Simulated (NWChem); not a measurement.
# One shape, several levels: CH3Br (SMILES CBr)

Aim: a comparison of 6 runs (HF/STO-3G, HF/3-21G, HF/cc-pVTZ, PBE/STO-3G, PBE0/def2-SVP, PBE/cc-pVTZ) of CH3Br. 

The results are computed with NWChem 7.3.0.

1 further run of the same task is left out (set aside as unsound or not needed).

## 1. The structure to begin with

CH3Br has 5 atoms, charge 0, and is taken as a singlet. SMILES: `CBr`. The coordinates come from a PBE0-D4/def2-TZVP relaxation.

Bond lengths: C1–Br2 1.933 Å, C1–H3 1.086 Å, C1–H4 1.086 Å, C1–H5 1.086 Å. Angles: Br2–C1–H3 108.0°, Br2–C1–H4 108.0°, Br2–C1–H5 108.0°, H3–C1–H4 110.9°, H3–C1–H5 110.9°, H4–C1–H5 110.9°.

## 2. Energy and forces at HF/STO-3G (run 1)

geom.nw reads:

```
start geom
title "CH3Br"
memory total 2200 mb

geometry noautosym nocenter noautoz
C     -0.106300     0.123600     0.088400
Br     1.001100    -1.164400    -0.833200
H      0.516500     0.973700     0.351300
H     -0.506300    -0.354100     0.978000
H     -0.905000     0.421200    -0.584500
end

basis spherical bse
* library STO-3G
end

scf
singlet
rhf
thresh 1e-08
maxiter 80
end

task scf gradient
```

Started as:

```
nwchem geom.nw > geom.out
```

What it wrote:

```text
[...]
  functions       =    26
[...]
  wavefunction    = RHF
[...]
         Total SCF energy =  -2583.812830549980
      One-electron energy =  -3792.943142463248
      Two-electron energy =   1119.670562219684
 Nuclear repulsion energy =     89.459749693584
        Time for solution =      0.6s
[...]
                         RHF ENERGY GRADIENTS
    atom               coordinates                        gradient
                 x          y          z           x          y          z
   1 C      -0.200878   0.233570   0.167052   -0.014787   0.017071   0.012110
   2 Br      1.891805  -2.200397  -1.574520    0.005944  -0.006908  -0.004939
   3 H       0.976043   1.840026   0.663861    0.004305  -0.002305  -0.002239
   4 H      -0.956768  -0.669152   1.848152    0.002560  -0.004565  -0.001193
   5 H      -1.710202   0.795953  -1.104545    0.001978  -0.003292  -0.003739
[...]
```

It took 1.4 s on 1 thread of AMD EPYC 9R45 (Zen 5), shared host; peak memory 0.098 GiB.

## 3. Energy and forces at HF/3-21G (run 2)

nw.nw reads:

```
START nw
TITLE "CH3Br hf"
memory total 2200 mb
GEOMETRY units au noautosym nocenter noautoz
   C     -0.20087789     0.23357015     0.16705179
   Br     1.89180482    -2.20039710    -1.57451981
   H      0.97604354     1.84002633     0.66386079
   H     -0.95676834    -0.66915202     1.84815215
   H     -1.71020214     0.79595264    -1.10454492
END
BASIS spherical bse
   * library 3-21G
END
SCF
   thresh 1e-08
   maxiter 80
END
TASK scf gradient
```

Started as:

```
nwchem nw.nw > nw.out
```

What it wrote:

```text
[...]
  functions       =    37
[...]
  wavefunction    = RHF
[...]
         Total SCF energy =  -2599.442188296591
      One-electron energy =  -3801.419447204730
      Two-electron energy =   1112.517515689204
 Nuclear repulsion energy =     89.459743218934
        Time for solution =      0.8s
[...]
                         RHF ENERGY GRADIENTS
    atom               coordinates                        gradient
                 x          y          z           x          y          z
   1 C      -0.200878   0.233570   0.167052    0.015854  -0.018534  -0.013340
   2 Br      1.891805  -2.200397  -1.574520   -0.014591   0.016975   0.012150
   3 H       0.976044   1.840026   0.663861    0.005720   0.005272   0.001158
   4 H      -0.956768  -0.669152   1.848152   -0.002020  -0.004771   0.005882
   5 H      -1.710202   0.795953  -1.104545   -0.004964   0.001059  -0.005849
[...]
```

Run time: 1.6 s. Hardware: 1 thread of AMD EPYC 9R45 (Zen 5), shared host; peak memory 0.099 GiB.

Runs 3 to 5 aren't shown in full; the table further down has their settings and results.

## 4. Energy and forces at PBE/cc-pVTZ (run 6)

run.py reads:

```python
from ase import Atoms
from ase.calculators.nwchem import NWChem

system = Atoms(['C', 'Br', 'H', 'H', 'H'], positions=[
    [-0.106300, 0.123600, 0.088400],
    [1.001100, -1.164400, -0.833200],
    [0.516500, 0.973700, 0.351300],
    [-0.506300, -0.354100, 0.978000],
    [-0.905000, 0.421200, -0.584500],
])

calc = NWChem(
    label='ch3br',
    theory='dft',
    memory='2200 mb',
    basis='cc-pVTZ',
    basispar='spherical bse',
    dft={'xc': 'xpbe96 cpbe96', 'mult': '1', 'grid': 'fine', 'convergence': 'energy 1e-08', 'iterations': '100', 'mulliken': None},
)
system.calc = calc

forces = system.get_forces()
e = system.get_potential_energy()
print(f"E = {e:.6f} eV")
print("forces (eV/A):")
for s, f in zip(system.symbols, forces):
    print(f"{s:2s} {f[0]:10.5f} {f[1]:10.5f} {f[2]:10.5f}")
print("dipole (e A):", system.get_dipole_moment().round(4))
```

Started as:

```
export ASE_NWCHEM_COMMAND="nwchem PREFIX.nwi > PREFIX.nwo"
python run.py
```

What it wrote:

```text
E = -71121.858023 eV
forces (eV/A):
C    -0.07379    0.09045    0.06844
Br    0.22358   -0.26025   -0.18635
H     0.11195    0.17972    0.06052
H    -0.08973   -0.08233    0.18502
H    -0.17201    0.07240   -0.12763
dipole (e A): [-0.2177  0.2532  0.1812]
```

The calculator wrote ch3br.nwi:

```
title "ch3br"

permanent_dir ch3br

scratch_dir ch3br

start ch3br

geometry units angstrom nocenter noautosym noautoz
  C  -1.0630000000000001e-01 1.2360000000000000e-01 8.8400000000000006e-02
  Br 1.0011000000000001e+00 -1.1644000000000001e+00 -8.3320000000000005e-01
  H  5.1649999999999996e-01 9.7370000000000001e-01 3.5130000000000000e-01
  H  -5.0629999999999997e-01 -3.5410000000000003e-01 9.7799999999999998e-01
  H  -9.0500000000000003e-01 4.2120000000000002e-01 -5.8450000000000002e-01
end

memory 2200 mb

basis spherical bse noprint
   * library cc-pVTZ
end

dft
  xc xpbe96 cpbe96
  mult 1
  grid fine
  convergence energy 1e-08
  iterations 100
  mulliken
end

task dft gradient
```

ch3br.nwo:

```text
Northwest Computational Chemistry Package (NWChem) 7.3.0
             --------------------------------------------------------

           Job information
           ---------------

    nwchem branch   = 7.3.0
    use scalapack   = T
    input           = ch3br.nwi
    prefix          = ch3br.
    data base       = ch3br/ch3br.db
    status          = startup
    nproc           =        1

           Memory information
           ------------------

    heap     =     72089596 doubles =      550.0 Mbytes
    stack    =     72089601 doubles =      550.0 Mbytes
    global   =    144179200 doubles =     1100.0 Mbytes (distinct from heap & stack)
    total    =    288358397 doubles =     2200.0 Mbytes
    verify   = yes
    hardfail = no

[... 100 lines left out ...]
  convergence criterion.
[... 37 lines left out ...]
          Spatial weights used:  Erf1
[... 74 lines left out ...]
         Total DFT energy =    -2613.680095495380
[... 3 lines left out ...]
 Nuclear repulsion energy =       89.459749693584
[... 889 lines left out ...]
          Convergence on gradient requested:  5.00D-04
[... 24 lines left out ...]
          total energy or number of iterations.
[... 28 lines left out ...]
    atom               coordinates                        gradient
                 x          y          z           x          y          z
   1 C      -0.200878   0.233570   0.167052    0.001435  -0.001759  -0.001331
   2 Br      1.891805  -2.200397  -1.574520   -0.004348   0.005061   0.003624
   3 H       0.976043   1.840026   0.663861   -0.002177  -0.003495  -0.001177
   4 H      -0.956768  -0.669152   1.848152    0.001745   0.001601  -0.003598
   5 H      -1.710202   0.795953  -1.104545    0.003345  -0.001408   0.002482

                 ----------------------------------------
                 |  Time  |  1-e(secs)   |  2-e(secs)   |
                 ----------------------------------------
                 |  CPU   |       0.01   |      33.46   |
                 ----------------------------------------
                 |  WALL  |       0.01   |      33.46   |
                 ----------------------------------------

 Task  times  cpu:      111.8s     wall:      111.8s
 Total times  cpu:      111.9s     wall:      111.9s
```

It took 1.9 min on 1 thread of AMD EPYC 9R45 (Zen 5), shared host; peak memory 0.14 GiB.

## 5. All runs side by side

```
run          level  iteration cap  module   energy (Eh)  dipole moment (D)  HOMO energy (eV)  LUMO energy (eV)  wall time
  1      HF/STO-3G             80     scf  -2583.812831               1.68             -8.35              9.84      1.4 s
  2       HF/3-21G             80     scf  -2599.442188               1.99            -10.61              4.78      1.6 s
  3     HF/cc-pVTZ             80     scf  -2612.092189               2.13            -10.91              3.24    2.8 min
  4     PBE/STO-3G            100     dft  -2584.937245               1.42             -3.56              3.35      2.6 s
  5  PBE0/def2-SVP            100     dft  -2613.373171               1.83             -7.77              0.40      8.1 s
  6    PBE/cc-pVTZ            100     dft  -2613.680095               1.82             -6.63             -0.99    1.9 min
```

## 6. What came out

```
                       quantity           value
            run 6: total energy  -2613.68010 Eh
           run 6: dipole moment          1.82 D
             run 6: HOMO energy        -6.63 eV
             run 6: LUMO energy        -0.99 eV
           run 6: HOMO–LUMO gap         5.64 eV
run 6: largest force on an atom      0.390 eV/Å
```

In words: The dipole moment (its size) runs from 1.42 D (PBE/STO-3G) to 2.13 D (HF/cc-pVTZ). The two ends differ in method and basis. The HOMO–LUMO gap runs from 5.64 eV (PBE/cc-pVTZ) to 18.19 eV (HF/STO-3G). Totals of different functionals can't be ranked against each other. In runs 1, 4 the basis is minimal, so the values are rough. All runs together took 4.9 min, the longest 2.8 min.
